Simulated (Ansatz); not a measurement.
# CsEu3 in Ansatz: convergence with smearing width

CsEu3:

```xyz
4
Lattice="0.0000 4.7685 4.7685 4.7685 0.0000 4.7685 4.7685 4.7685 0.0000" Properties=species:S:1:pos:R:3 pbc="T T T"
Eu    4.7685    4.7685    4.7685
Eu    7.1528    7.1528    7.1528
Eu    2.3843    2.3843    2.3843
Cs    0.0000    0.0000    0.0000
```

The cell comes from a database or a generator and needn't be the stable form of this composition.

| Property | Result |
| --- | --- |
| Program | Ansatz 0.2.0 |
| Task | convergence study |
| Functional | LDA |
| Potentials or basis | Ansatz PAW |
| Cutoff | 420 eV (not typed: the program's choice for these potentials) |
| k mesh | 4 × 4 × 4 |
| Occupations | cold, width 0.3 eV |
| Spin | collinear spin, ferromagnetic start |
| Starting moments | [7.0, 7.0, 7.0, 0.0] μB |

These are the settings of the first run; the series varies smearing width, with any setting tied to it.

Hardware: 2 threads of Arm Neoverse V2, with other jobs on the host.

```
smearing width  energy less the tightest run, at zero smearing (meV/atom)  pressure (GPa)  absolute moment (μB)  SCF cycles  CPU time (s)  peak memory (GiB)
        0.3 eV                                                      66.06           -1.73                 22.57          24            31               0.57
        0.2 eV                                                      25.08           -1.75                 22.59          31            34               0.55
       0.15 eV                                              not converged               -                     -           -             -                  -
        0.1 eV                                                       0.11           -1.66                 22.33          15            17               0.55
       0.05 eV                                                       0.08           -1.63                 22.20          15            18               0.54
      0.025 eV                                                       0.10           -1.61                 22.18          14            19               0.56
       0.01 eV                                                       0.02           -1.60                 22.18          15            19               0.54
      0.005 eV                                                       0.00           -1.59                 22.16          15            19               0.55
```

Against the tightest run, the energy stays within 1 meV/atom from 0.1 eV on; the pressure stays within 0.1 GPa from 0.1 eV on. Not settled before the last step: the absolute moment (to 0.02 μB). Narrower smearing needs a denser k mesh, so at a fixed mesh the narrowest width isn't the most accurate. The tightest run that finished is the yardstick and may itself not be fully converged.

Caveat, for the tightest run too: the PAW data sets come from PBE, with cores solved anew for the run's functional, which leaves a small shift of forces and pressure. The state reached can hang on the start; a lower one may exist.
